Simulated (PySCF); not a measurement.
# One shape, several levels: C2H7NSi (SMILES C=C[SiH2]N)

Wanted: a comparison of 6 runs (HF/STO-3G, HF/3-21G, B3LYP/6-31G*, B2PLYP/cc-pVDZ, wB97M-V/cc-pVDZ, SCS-MP2/cc-pVDZ) of C2H7NSi. 

The calculation is run with PySCF 2.14.0.

1 further run of the same task is left out (set aside as unsound or not needed).

## Step 1: Starting point

C2H7NSi: 11 atoms, total charge 0, spin state singlet. SMILES: `C=C[SiH2]N`. The coordinates come from a PBE0-D4/def2-TZVP relaxation. This is one conformer, not always the lowest.

Bond lengths: C1–C2 1.330 Å, C2–Si3 1.865 Å, Si3–N4 1.715 Å, C1–H5 1.087 Å, C1–H6 1.087 Å, C2–H7 1.091 Å, Si3–H8 1.488 Å, Si3–H9 1.488 Å, N4–H10 1.006 Å, N4–H11 1.006 Å. Some angles: C1–C2–Si3 123.1°, C2–Si3–N4 114.9°, C1–C2–H7 118.1°, Si3–C2–H7 118.8°, C2–C1–H5 122.6°, C2–C1–H6 121.2°, C2–Si3–H8 108.4°, C2–Si3–H9 108.4°, N4–Si3–H8 107.9°, N4–Si3–H9 108.0°.

## Step 2: The energy at HF/STO-3G (run 1)

Contents of input.xyz:

```xyz
11

C     -0.676100     1.337000    -0.945000
C      0.089300     1.208600     0.135100
Si     0.596500    -0.444500     0.832600
N      0.002900    -1.803700    -0.028600
H     -0.967100     2.304600    -1.344700
H     -1.046800     0.465600    -1.479100
H      0.433000     2.116700     0.631600
H      0.099500    -0.536600     2.232600
H      2.083200    -0.516700     0.836000
H      0.404900    -2.086000    -0.906300
H     -0.953800    -2.102100     0.056300
```

Contents of job.py:

```python
# C=C[SiH2]N
from pyscf import gto

mol = gto.M(
    atom='input.xyz',
    verbose=3,
    basis='sto-3g',
    max_memory=1860,
)

mf = mol.RHF()
mf.conv_tol = 1e-10
mf.kernel()
if not mf.converged:
    mf = mf.newton().run(mf.mo_coeff, mf.mo_occ)

e_final = mf.e_tot
print('E(%s) = %.9f' % ('HF', e_final))
```

The run is started by

```bash
$ OMP_NUM_THREADS=1 python job.py
```

The log of the run:

```text
converged SCF energy = -418.195305872301
E(HF) = -418.195305872
```

Wall time 1 s (1 thread of Intel Xeon at 2.70GHz, shared host); peak memory 0.12 GiB.

## Step 3: A single-point energy at HF/3-21G (run 2)

Contents of run.py:

```python
from pyscf import gto, scf

mol = gto.M(
    atom='''
C       -0.676100       1.337000      -0.945000
C        0.089300       1.208600       0.135100
Si       0.596500      -0.444500       0.832600
N        0.002900      -1.803700      -0.028600
H       -0.967100       2.304600      -1.344700
H       -1.046800       0.465600      -1.479100
H        0.433000       2.116700       0.631600
H        0.099500      -0.536600       2.232600
H        2.083200      -0.516700       0.836000
H        0.404900      -2.086000      -0.906300
H       -0.953800      -2.102100       0.056300
''',
    basis='3-21g',
    spin=0,
    max_memory=1860,
    charge=0,
    verbose=3,
)

mf = scf.RHF(mol)
mf.conv_tol = 1e-10
mf.kernel()
if not mf.converged:
    mf = mf.newton().run(mf.mo_coeff, mf.mo_occ)

e_tot = mf.e_tot
print('Final energy', e_tot)
```

The run is started by

```bash
$ OMP_NUM_THREADS=1 python run.py
```

The log of the run:

```text
converged SCF energy = -420.919199051072
Final energy -420.9191990510723
```

Wall time 0.91 s (1 thread of Intel Xeon at 2.70GHz, shared host); peak memory 0.11 GiB.

Runs 3 to 5 aren't shown in full; the table further down has their settings and results.

## Step 4: The energy at SCS-MP2/cc-pVDZ (run 6)

Contents of job.py:

```python
# C=C[SiH2]N
from pyscf import gto, mp

mol = gto.M(
    atom='''
C     -1.277644     2.526564    -1.785791
C      0.168753     2.283923     0.255302
Si     1.127222    -0.839983     1.573386
N      0.005480    -3.408499    -0.054046
H     -1.827554     4.355063    -2.541115
H     -1.978165     0.879856    -2.795094
H      0.818251     3.999983     1.193551
H      0.188028    -1.014027     4.219003
H      3.936677    -0.976421     1.579811
H      0.765150    -3.941969    -1.712659
H     -1.802421    -3.972393     0.106392
''',
    verbose=3,
    spin=0,
    basis='cc-pvdz',
    max_memory=1860,
    unit='bohr',
)

mf = mol.RHF()
mf.conv_tol = 1e-10
mf.kernel()
if not mf.converged:
    mf = mf.newton().run(mf.mo_coeff, mf.mo_occ)

pt = mp.MP2(mf, frozen=8).run()
energy = mf.e_tot + 1.2 * pt.e_corr_os + pt.e_corr_ss / 3
print(f'total energy: {energy:.8f} hartree')
```

The run is started by

```bash
$ OMP_NUM_THREADS=1 python job.py
```

The log of the run:

```text
converged SCF energy = -423.199339906605
E(RMP2) = -423.739253219573  E_corr = -0.539913312968055
E(SCS-RMP2) = -423.740804949938  E_corr = -0.541465043333477
total energy: -423.74080495 hartree
```

Run time: 3.6 s. Hardware: 1 thread of Intel Xeon at 2.70GHz, shared host; peak memory 0.23 GiB.

## Step 5: The series

```csv
run,level,integration grid,frozen core orbitals,energy (Eh),dipole moment (D) of the reference,HOMO energy (eV),LUMO energy (eV),wall time
1,HF/STO-3G,–,–,-418.195306,0.57,-8.09,8.64,1 s
2,HF/3-21G,–,–,-420.919199,1.73,-10.14,4.31,0.91 s
3,B3LYP/6-31G* (spherical functions),5,–,-424.660188,1.54,-6.75,0.13,20 s
4,B2PLYP/cc-pVDZ,5,8,-424.381763,1.43,-8.39,1.61,28 s
5,wB97M-V/cc-pVDZ,5,–,-424.567123,1.43,-9.42,2.30,2.5 min
6,SCS-MP2/cc-pVDZ,–,8,-423.740805,1.52,-10.08,4.04,3.6 s
```

## Step 6: Outcome

```
                                          quantity          value
                               run 6: total energy  -423.74080 Eh
       run 6: dipole moment (Hartree–Fock density)         1.52 D
        run 6: HOMO energy (Hartree–Fock orbitals)      -10.08 eV
        run 6: LUMO energy (Hartree–Fock orbitals)        4.04 eV
      run 6: HOMO–LUMO gap (Hartree–Fock orbitals)       14.12 eV
run 6: correlation energy (8 core orbitals frozen)     -541.5 mEh
```

**Reading.** Over runs 1, 2, 3, 4, 5 the dipole moment (its size) runs from 0.57 D (HF/STO-3G) to 1.73 D (HF/3-21G). Over runs 1, 2, 3, 4, 5 the HOMO–LUMO gap runs from 6.88 eV (B3LYP/6-31G*) to 16.72 eV (HF/STO-3G). The two ends differ in method and basis. Totals of different functionals can't be ranked against each other. In run 1 the basis is minimal, so the values are rough. All runs together took 3.4 min, the longest 2.5 min.
